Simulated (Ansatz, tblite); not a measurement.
**The cluster Si5Cl2: a ladder of methods and basis sets**

An exercise on one series of results from a longer session: the logs are not shown, and one member is left open.

Computed with Ansatz 0.2.0, Gaussian basis. Level: as each input shows.

The runs, in order: GFN1-xTB, GFN2-xTB, PBE-D4/def2-TZVP, r2SCAN-D4/def2-TZVP, revPBE-D4/def2-TZVP, BHLYP-D4/def2-TZVP, BLYP-D4/def2-TZVP, PBE-D4/def2-SVP, PBE0-D4/def2-SVP, HF/STO-3G, HF/6-31G, B3LYP-D4/6-31G, PBE0-D4/def2-TZVPD, PBE-D4/def2-TZVPD, revPBE-D4/def2-TZVPD, CCSD(T)/def2-SVP, MP2/def2-TZVP, RPA/def2-TZVP.

3 further runs of the same task are left out: 3 set aside as unsound or not needed.

### The geometry

The singlet was relaxed beforehand with r2SCAN-D4/def2-SVP. At that level it is the lowest of the isomers that a small search found.

7 atoms, charge 0, spin multiplicity 1.

Bond lengths: Si1–Si2 2.397 Å, Si1–Cl6 2.139 Å, Si2–Si4 2.433 Å, Si2–Si5 2.300 Å, Si2–Cl7 2.091 Å, Si3–Si4 2.285 Å, Si3–Si5 2.298 Å, Si4–Si5 2.386 Å. Angles: Si2–Si1–Cl6 98.1°, Si1–Si2–Si4 68.0°, Si1–Si2–Si5 120.6°, Si1–Si2–Cl7 114.6°, Si4–Si2–Si5 60.5°, Si4–Si2–Cl7 112.7°, Si5–Si2–Cl7 111.2°, Si4–Si3–Si5 62.8°, Si2–Si4–Si3 115.9°, Si2–Si4–Si5 57.0°, Si3–Si4–Si5 58.9°, Si2–Si5–Si3 120.9°, Si2–Si5–Si4 62.5°, Si3–Si5–Si4 58.4°.

PBE0-D4/def2-TZVP was run before; its log isn't repeated, and its numbers join the tables.

Set-up of the first run:

Tight binding, by tblite at 300 K electronic temperature and without a spin-polarisation term:

```python
tblite.interface.Calculator('GFN1-xTB', numbers, positions, charge=0, uhf=0).singlepoint()
```

Tight binding, by tblite at 300 K electronic temperature and without a spin-polarisation term:

```python
tblite.interface.Calculator('GFN2-xTB', numbers, positions, charge=0, uhf=0).singlepoint()
```

start.molden holds the orbitals of an earlier run on this state, given as this run's starting guess.

File in.yaml:

```yaml
crystal:
  periodic: [false, false, false]
  atoms:
    - {symbol: Si, position_ang: [2.004166, -0.765839, 0.460546]}
    - {symbol: Si, position_ang: [-0.328330, -1.197164, 0.112980]}
    - {symbol: Si, position_ang: [-1.294267, 2.637491, -0.484586]}
    - {symbol: Si, position_ang: [0.106882, 1.156934, 0.547002]}
    - {symbol: Si, position_ang: [-1.684457, 0.400503, -0.835807]}
    - {symbol: Cl, position_ang: [2.481725, -0.083650, -1.509835]}
    - {symbol: Cl, position_ang: [-1.285718, -2.148284, 1.709700]}
basis:
  gaussian: {orbitals: def2-TZVP, initial_orbitals: start.molden}
hamiltonian: {xc: pbe, dispersion: d4}
scf: {omitted_lower_state_checks: [starts]}
output: {forces: true, orbitals: {seedname: orbitals}}
```

Started as:

```bash
ansatz run in.yaml --threads 4 --pin off --events-out ev --progress --plain --max-ram 4787MiB
```

Steps of the session up to this table: PBE-D4/def2-TZVP; r2SCAN-D4/def2-TZVP; revPBE-D4/def2-TZVP; BHLYP-D4/def2-TZVP; BLYP-D4/def2-TZVP; PBE-D4/def2-SVP; PBE0-D4/def2-SVP; HF/STO-3G; HF/6-31G; B3LYP-D4/6-31G; PBE0-D4/def2-TZVPD; PBE-D4/def2-TZVPD; revPBE-D4/def2-TZVPD; CCSD(T)/def2-SVP; MP2/def2-TZVP; RPA/def2-TZVP.

One of the session's tables, all rows but one given; the rest of the session is left out.

```
               level  HOMO (eV)  gap (eV)
           HF/STO-3G      -4.29      7.81
            HF/6-31G      -8.47      7.21
     PBE-D4/def2-SVP      -5.54      1.53
    PBE-D4/def2-TZVP      -5.52      1.53
   PBE-D4/def2-TZVPD      -5.56      1.53
 revPBE-D4/def2-TZVP      -5.48      1.54
revPBE-D4/def2-TZVPD          ?         ?
   BLYP-D4/def2-TZVP      -5.32      1.56
 r2SCAN-D4/def2-TZVP      -5.70      1.68
      B3LYP-D4/6-31G      -6.50      2.71
    PBE0-D4/def2-SVP      -6.45      2.94
   PBE0-D4/def2-TZVP      -6.39      2.94
  PBE0-D4/def2-TZVPD      -6.41      2.93
  BHLYP-D4/def2-TZVP      -7.08      4.42
```

Q: Estimate the row for revPBE-D4/def2-TZVPD from the others.

**Answer.** HOMO (eV): -5.52; gap (eV): 1.54.

Caveats from the session: The yardstick is in a double-zeta basis, so levels in larger sets aren't compared like for like.
